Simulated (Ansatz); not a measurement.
# Relaxation of GaAgWO

Aim: in GaAgWO, a structure type of another compound, with these elements put in, relax cell and atoms at 5 GPa, then read levels, charges and fields where it ends.

Method: DFT, r2SCAN, no spin polarisation, plane waves, PAW, in Ansatz 0.2.0.

### Step 1. The cell

It takes space group P4/nmm (No. 129, tetragonal). The conventional cell has a = 3.501 Å, b = 3.501 Å, c = 9.736 Å, α = 90.00°, β = 90.00°, γ = 90.00°. Ga (site symmetry 4mm) has 4 O at 2.05 Å as nearest neighbours. Around Ag (site symmetry 4mm) lie 5 W at 2.45 to 2.54 Å. W (site symmetry 4mm) has 5 Ag at 2.45 to 2.54 Å as nearest neighbours. O (site symmetry -4m2) is surrounded by 4 Ga at 2.05 Å.

As a file:

```
CELL_PARAMETERS angstrom
3.50140 0.00000 0.00000
0.00000 3.50140 0.00000
0.00000 0.00000 9.73638
ATOMIC_POSITIONS crystal
Ga 0.25000 0.25000 0.89120
Ga 0.75000 0.75000 0.10880
Ag 0.25000 0.25000 0.34470
Ag 0.75000 0.75000 0.65530
W 0.25000 0.25000 0.59600
W 0.75000 0.75000 0.40400
O 0.75000 0.25000 0.00000
O 0.25000 0.75000 0.00000
```

The first density is read from a saved solution for the starting cell.

### Step 2. The walk to rest

The input, input.yaml:

```yaml
crystal:
  lattice:
    - [3.50140276, 0.0, 0.0]
    - [0.0, 3.50140276, 0.0]
    - [0.0, 0.0, 9.73637934]
  atoms:
    - { symbol: Ga, position: [0.25, 0.25, 0.8912] }
    - { symbol: Ga, position: [0.75, 0.75, 0.1088] }
    - { symbol: Ag, position: [0.25, 0.25, 0.3447] }
    - { symbol: Ag, position: [0.75, 0.75, 0.6553] }
    - { symbol: W, position: [0.25, 0.25, 0.596] }
    - { symbol: W, position: [0.75, 0.75, 0.404] }
    - { symbol: O, position: [0.75, 0.25, 0.0] }
    - { symbol: O, position: [0.25, 0.75, 0.0] }
  symmetry: { tolerance: 0.0003 }
kpoints:
  mp_grid: { grid: [9, 9, 3], shift: [0, 0, 0] }
magnetization:
  spin_polarized: false
scf:
  occupations: { method: fermi_dirac }
  lower_state_search: "off"
hamiltonian:
  pseudopotentials: { kind: paw }
  xc: r2scan
basis:
  ecutwfc: 500
  fft_grid_basis: typed
relax:
  max_steps: 80
  cell: { p_target: 5.0 }
  f_tol: 0.03
output:
  forces: true
  stress: true
  eigenvalues: true
  bader: true
  populations: true
  elf: true
  write_potential: true
  volumetric_format: npy
  dos:
    e_range: [-12, 8]
    de: 0.05
    projected: { site_lists: { Ag: [Ag], Ga: [Ga], O: [O], W: [W] } }
  write_density: true
checkpoint:
  read: saved_state
```

Run with:

```sh
$ ansatz run input.yaml --threads 2 --pin off --max-ram 2560MiB --backend cpu --events-out ev --progress --plain --runs-dir out
```

What does the calculation give? Wanted: moves; largest move; cell; volume; pressure at the end; character; Bader charges.

The runs gave:

| quantity | value |
| --- | --- |
| moves | 9 |
| largest move | 0.74 Å (Ag) |
| space group (0.01 Å), before / after | P4/nmm / P4/nmm |
| cell | a = 3.464 Å, b = 3.464 Å, c = 9.000 Å, α = 90.00°, β = 90.00°, γ = 90.00° |
| volume | 13.50 Å³/atom (-9.5 %) |
| pressure at the end | 4.98 GPa |
| character | metal |
| density of states, mean within 0.25 eV of the Fermi level | 1.7 per eV per cell |
| Bader charges | Ga +1.19, Ag -0.18, W +0.30, O -1.32 e |

What this shows: The volume shrank by 9.5 %, and the largest move of an atom is 0.74 Å apart from the change of the cell. With 16 symmetry operations imposed, the end may be a saddle point towards distortions that break them. It is a metal; within 0.25 eV of the Fermi level the density of states averages 1.7 per eV per cell, mostly W d (77 %). Ga loses most charge (+1.19 e on average) and O gains most (-1.32 e).
